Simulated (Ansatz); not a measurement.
# Sn15PbO16: the cost of one run

Method: DFT, PBE, plane-wave PAW, default files, scalar-relativistic, in Ansatz 0.2.0.

**1. The structure to begin with**

Symmetry: P4mm, No. 99, tetragonal system. Conventional cell: a = 7.627 Å, b = 7.627 Å, c = 9.774 Å, α = 90.00°, β = 90.00°, γ = 90.00°. Pb (site symmetry 4mm) has 4 O at 2.23 Å as nearest neighbours. Around Sn (site symmetry 4mm) lie 4 O at 2.23 Å. Around Sn (site symmetry 2mm) lie 4 O at 2.23 Å. Around Sn (site symmetry m) lie 4 O at 2.23 Å. Only part of the 12 independent sites is listed.

Coordinates:

```cif
data_structure
_symmetry_space_group_name_H-M 'P4mm'
_symmetry_Int_Tables_number 99
_cell_length_a 7.6274
_cell_length_b 7.6274
_cell_length_c 9.7738
_cell_angle_alpha 90.000
_cell_angle_beta 90.000
_cell_angle_gamma 90.000
_cell_volume 568.61
loop_
_atom_site_label
_atom_site_type_symbol
_atom_site_symmetry_multiplicity
_atom_site_Wyckoff_symbol
_atom_site_fract_x
_atom_site_fract_y
_atom_site_fract_z
_atom_site_occupancy
Pb1 Pb 1 a 0.00000 0.00000 0.11769 1
Sn1 Sn 1 a 0.00000 0.00000 0.61769 1
Sn2 Sn 2 c 0.00000 0.50000 0.11769 1
Sn3 Sn 2 c 0.00000 0.50000 0.61769 1
Sn4 Sn 1 b 0.50000 0.50000 0.11769 1
Sn5 Sn 1 b 0.50000 0.50000 0.61769 1
Sn6 Sn 4 d 0.25000 0.75000 0.38231 1
Sn7 Sn 4 d 0.25000 0.75000 0.88231 1
O1 O 4 e 0.25000 0.00000 0.00000 1
O2 O 4 e 0.25000 0.00000 0.50000 1
O3 O 4 f 0.25000 0.50000 0.00000 1
O4 O 4 f 0.25000 0.50000 0.50000 1
```

Atom 1 of the input is the impurity.

**2. Gradients at the starting positions**

Contents of input.yaml:

```yaml
crystal:
  lattice:
    - [7.62739044, 0.0, 0.0]
    - [0.0, 7.62739044, 0.0]
    - [0.0, 0.0, 9.7738266]
  atoms:
    - { symbol: Pb, position: [0.0, 0.25, 0.11768693] }
    - { symbol: Sn, position: [0.0, 0.25, 0.61768693] }
    - { symbol: Sn, position: [0.0, 0.75, 0.11768693] }
    - { symbol: Sn, position: [0.0, 0.75, 0.61768693] }
    - { symbol: Sn, position: [0.5, 0.25, 0.11768693] }
    - { symbol: Sn, position: [0.5, 0.25, 0.61768693] }
    - { symbol: Sn, position: [0.5, 0.75, 0.11768693] }
    - { symbol: Sn, position: [0.5, 0.75, 0.61768693] }
    - { symbol: Sn, position: [0.25, 0.0, 0.38231307] }
    - { symbol: Sn, position: [0.25, 0.0, 0.88231307] }
    - { symbol: Sn, position: [0.25, 0.5, 0.38231307] }
    - { symbol: Sn, position: [0.25, 0.5, 0.88231307] }
    - { symbol: Sn, position: [0.75, 0.0, 0.38231307] }
    - { symbol: Sn, position: [0.75, 0.0, 0.88231307] }
    - { symbol: Sn, position: [0.75, 0.5, 0.38231307] }
    - { symbol: Sn, position: [0.75, 0.5, 0.88231307] }
    - { symbol: O, position: [0.25, 0.25, 0.0] }
    - { symbol: O, position: [0.25, 0.25, 0.5] }
    - { symbol: O, position: [0.25, 0.75, 0.0] }
    - { symbol: O, position: [0.25, 0.75, 0.5] }
    - { symbol: O, position: [0.75, 0.25, 0.0] }
    - { symbol: O, position: [0.75, 0.25, 0.5] }
    - { symbol: O, position: [0.75, 0.75, 0.0] }
    - { symbol: O, position: [0.75, 0.75, 0.5] }
    - { symbol: O, position: [0.0, 0.0, 0.0] }
    - { symbol: O, position: [0.0, 0.0, 0.5] }
    - { symbol: O, position: [0.0, 0.5, 0.0] }
    - { symbol: O, position: [0.0, 0.5, 0.5] }
    - { symbol: O, position: [0.5, 0.0, 0.0] }
    - { symbol: O, position: [0.5, 0.0, 0.5] }
    - { symbol: O, position: [0.5, 0.5, 0.0] }
    - { symbol: O, position: [0.5, 0.5, 0.5] }
kpoints:
  mp_grid: { grid: [3, 3, 2] }
scf:
  occupations: { method: fermi_dirac, width: 0.01 }
hamiltonian:
  xc: pbe
  pseudopotentials: { kind: paw }
output:
  forces: true
  stress: true
  populations: true
  efg:
    quadrupole_moments_barn: { Sn: -0.132, O: -0.02558 }
    contact_densities: true
```

Command:

```bash
> ansatz run input.yaml --threads 1 --pin off --max-ram 3072MiB --backend cpu --events-out ev --progress --plain --runs-dir out
```

**Question.** How long does this run take on 1 thread of Arm Neoverse V2, shared host, and how much memory does it need?

About 92 s, with a peak of 1.2 GiB.
